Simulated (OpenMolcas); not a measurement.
# Ir⁶⁺ among point charges: CASSCF and CASPT2 levels and susceptibility

Aim: the splitting of the states of Ir⁶⁺ in the field of 2 point charges, its lowest levels with spin-orbit coupling and its magnetic susceptibility.

Program: OpenMolcas 26.06. Level of theory: state-averaged CASSCF and CASPT2, spin-orbit coupling by RASSI with atomic mean-field integrals. These are calculated values, not measurements, unless marked.

### 1 The system

```
Species                           : Ir⁶⁺ (iridium, Z = 77, 71 electrons)
Basis                             : ANO-RCC-VTZP [8s7p5d3f1g], 84 functions
Scalar Hamiltonian                : DKH2, point nucleus
Inactive shells                   : 1s 2s 2p 3s 3p 3d 4s 4p 4d 4f 5s 5p
Active space                      : 3 electrons in 5 orbitals (5d)
Some configurations of this space : 5d³
Orbitals                          : optimised for each spin and parity, averaged over all roots
```

The outer shells:

5d3
```
5d [↑ ][↑ ][↑ ][  ][  ]
```

The ion sits among 2 point charges of -1 e arranged as a linear pair (D∞h), 2.09 Å from the ion.

The work runs as a chain of OpenMolcas steps in one folder; each step below is one input file. Labels, J, g values, rates, χT and fits are worked out afterwards by a script from the matrices that RASSI stores. The input lists half of the charges; inversion (Group=XYZ) makes the rest.

### 2 Basis and integrals

The input, a.inp:

```
&GATEWAY
Coord
1

Ir 0.0 0.0 0.0
Basis=ANO-RCC-VTZP
Group=XYZ
NoMove
AngMom=0.0 0.0 0.0
AMFI
XField
1 Angstrom 0
0.000000 0.000000 2.090000 -1.000000
&SEWARD
```

On the command line:

```console
$ OMP_NUM_THREADS=1 MOLCAS_MEM=1689 MOLCAS_PROJECT=a pymolcas a.inp > a.log
```

### 3 Reference wave functions, quartets of even parity, 10 roots

The input, a.inp:

```
&RASSCF
FileOrb=start.orb
Symmetry=1
Spin=4
nActEl=3 0 0
Inactive=15 19
Ras2=5 0
CIRoot=10 10 1
SDav=10
CIMx=300
Iter=120 100
PrWF=0.3
OrbListing=Nothing
MaxOrb=0
>>> COPY $Project.JobIph JOB001
```

start.orb holds the contracted functions of the basis, ordered by shell, or the orbitals of the step before.

### 4 CASSCF: doublets of even parity, 40 roots

The input, a.inp:

```
&RASSCF
FileOrb=start.orb
Symmetry=1
Spin=2
nActEl=3 0 0
Inactive=15 19
Ras2=5 0
CIRoot=40 40 1
SDav=40
CIMx=300
Iter=120 100
PrWF=0.3
OrbListing=Nothing
MaxOrb=0
>>> COPY $Project.JobIph JOB002
```

### 5 State interaction with spin-orbit coupling

The input, a.inp:

```
&RASSI
NrOfJobIphs=2 10 40
1 2 3 4 5 6 7 8 9 10
1 2 3 4 5 6 7 8 9 10 11 12 13 14 15 16 17 18 19 20 21 22 23 24 25 26 27
28 29 30 31 32 33 34 35 36 37 38 39 40
IphNames
JOB001
JOB002
EJob
SpinOrbit
DIPRint=1.0
SOCoupling=1000.0
Subsets=2
Property=9
'ANGMOM' 1 'ANGMOM' 2 'ANGMOM' 3 'MLTPL  1' 1 'MLTPL  1' 2 'MLTPL  1' 3
'AMFI' 1 'AMFI' 2 'AMFI' 3
SOProperty=3
'ANGMOM' 1 'ANGMOM' 2 'ANGMOM' 3
```

### 6 CASPT2: IPEA 0.25, imaginary shift 0.1 (closed shells correlated: 5s 5p)

The input, a.inp:

```
>>> COPY JOB001 $Project.JobIph
&CASPT2
Multistate=10 1 2 3 4 5 6 7 8 9 10
NoMult
Frozen=14 16
IPEA=0.25
Imaginary=0.1
MaxIter=60
WThr=0.0 0.3 0.05
PrWF=0.5
NoMix
>>> COPY JOB002 $Project.JobIph
&CASPT2
Multistate=40 1 2 3 4 5 6 7 8 9 10 11 12 13 14 15 16 17 18 19 20 21 22
23 24 25 26 27 28 29 30 31 32 33 34 35 36 37 38 39 40
NoMult
Frozen=14 16
IPEA=0.25
Imaginary=0.1
MaxIter=60
WThr=0.0 0.3 0.05
PrWF=0.5
NoMix
```

(Steps that only read results are left out.)

Q: Predict the outcome of this session. Wanted: spin-free ground state; first state of the same spin within the active space; lowest level; next level.

As calculated:

| quantity | value |
| --- | --- |
| method | SS-CASPT2, IPEA 0.25, imaginary shift 0.1 (closed shells correlated: 5s 5p) |
| spin-free ground state | 4Pi, 2-fold in its orbital part |
| first state of the same spin within the active space | 4Sigma at 927 cm⁻¹ |
| lowest level | 2-fold, g = 0.53, 1.00, 1.00 |
| next level | 3126.1 cm⁻¹ |
| χT at 300 K | 0.09 cm³ K/mol |
| effective moment at 300 K | 0.85 μB |

Cost by method:

```csv
method,time of its own steps,time with the reference
A. CASSCF,12 s,12 s
"B. SS-CASPT2, IPEA 0.25, imaginary shift 0.1, +5s 5p",8.5 s,20 s
```

Times are of one thread on a shared host.

In words: The spin-free ground state (4Pi) comes to 92 % from free-ion F terms and keeps the highest spin of the shell. χT at 300 K is 0.09, against 1.88 cm³ K/mol for the spin alone, so spin-orbit coupling lowers it. CASPT2 does not keep the components of a term degenerate, and the means are used. The field of point charges can differ much from that of real complexes. Point charges carry no covalency, so the field is a model and not that of real ligands.
